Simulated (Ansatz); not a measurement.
# CH₆SeSi: up Jacob's ladder to CCSD(T)

One table from this session's results is given with a row withheld; the runs are named, their logs left out.

Method: functionals in def2-TZVPP, the program's frozen cores in correlated methods; program: Ansatz 0.2.0, Gaussian basis.

Levels to be run: LDA (SPW92), PBE-D4, revPBE-D4, BLYP-D4, r2SCAN-D4, B97M-V, PBE0-D4, B3LYP-D4, r2SCANh-D4, r2SCAN0-D4, HSE06-D4, BHLYP-D4, CAM-B3LYP-D4, LC-ωPBE, ωB97X-V, ωB97M-V, B2PLYP, PBE-QIDH; CCSD(T)/def2-SVP; CCSD(T)/def2-TZVPP; MP2/def2-QZVPP; extrapolation to the limit; RPA on PBE.

### The relaxed structure

An earlier PBE0-D4 in a triple-zeta def2 set relaxation fixed the geometry.

9 atoms, charge 0, spin multiplicity 1.

Atoms are counted from 1 here; the program's logs count them from 0.

Bond lengths: C1–Se2 1.958 Å, C1–H4 1.088 Å, C1–H5 1.089 Å, C1–H6 1.088 Å, Se2–Si3 2.266 Å, Si3–H7 1.484 Å, Si3–H8 1.487 Å, Si3–H9 1.487 Å. Angles: Se2–C1–H4 110.3°, Se2–C1–H5 106.4°, Se2–C1–H6 110.3°, H4–C1–H5 109.6°, H4–C1–H6 110.7°, H5–C1–H6 109.5°, C1–Se2–Si3 96.6°, Se2–Si3–H7 106.4°, Se2–Si3–H8 111.1°, Se2–Si3–H9 111.1°, H7–Si3–H8 110.0°, H7–Si3–H9 110.0°, H8–Si3–H9 108.1°.

The first run:

in.yaml

```yaml
crystal:
  periodic: [false, false, false]
  atoms:
    - {symbol: C, position_ang: [-0.668146, 0.984165, -1.065864]}
    - {symbol: Se, position_ang: [1.178302, 0.439358, -0.707355]}
    - {symbol: Si, position_ang: [0.707745, -0.956912, 1.014581]}
    - {symbol: H, position_ang: [-1.267595, 0.121636, -1.350357]}
    - {symbol: H, position_ang: [-0.625231, 1.687630, -1.895418]}
    - {symbol: H, position_ang: [-1.092932, 1.476150, -0.193065]}
    - {symbol: H, position_ang: [2.004902, -1.515503, 1.468882]}
    - {symbol: H, position_ang: [-0.196597, -2.055324, 0.581116]}
    - {symbol: H, position_ang: [0.048052, -0.227500, 2.130380]}
basis:
  gaussian: {orbitals: def2-TZVPP}
hamiltonian: {xc: lda}
output: {orbitals: {seedname: orbitals}}
```

Among the steps run: LDA; PBE-D4 (GGA); revPBE-D4 (GGA); BLYP-D4 (GGA); r2SCAN-D4 (meta-GGA); B97M-V (meta-GGA); PBE0-D4 (hybrid); B3LYP-D4 (hybrid); r2SCANh-D4 (hybrid); r2SCAN0-D4 (hybrid); HSE06-D4 (hybrid); BHLYP-D4 (hybrid); CAM-B3LYP-D4 (range-separated); LC-ωPBE-D4 (range-separated; the results give it without D4); ωB97X-V (range-separated); ωB97M-V (range-separated); B2PLYP (double hybrid); PBE-QIDH (double hybrid).

One of the session's tables, all rows but one given; the rest of the session is left out.

It belongs to the step «Orbital energies across the functionals». 

```
  functional  HOMO (eV)  gap (eV)
 LDA (SPW92)      -5.59      4.42
      PBE-D4      -5.49      4.51
   revPBE-D4      -5.44      4.55
     BLYP-D4          ?         ?
   r2SCAN-D4      -5.73      5.06
      B97M-V      -5.87      5.05
     PBE0-D4      -6.61      6.48
    B3LYP-D4      -6.38      6.03
  r2SCANh-D4      -6.15      5.78
  r2SCAN0-D4      -6.77      6.84
    HSE06-D4      -6.22      5.71
    BHLYP-D4      -7.59      8.32
CAM-B3LYP-D4      -7.88      8.74
     LC-ωPBE      -9.23     11.25
     ωB97X-V      -8.89     10.77
     ωB97M-V      -8.77     10.37
```

Estimate the missing values for BLYP-D4.

Worked estimate for «HOMO (eV)». Against the share of exact exchange, B3LYP-D4 (0.2, -6.38), BHLYP-D4 (0.5, -7.59) give a slope of -4.03 per unit share; at 0 the line stands at -5.57.

**Answer.** HOMO (eV): -5.32; gap (eV): 4.46. In «HOMO (eV)» the line misses by -0.25.
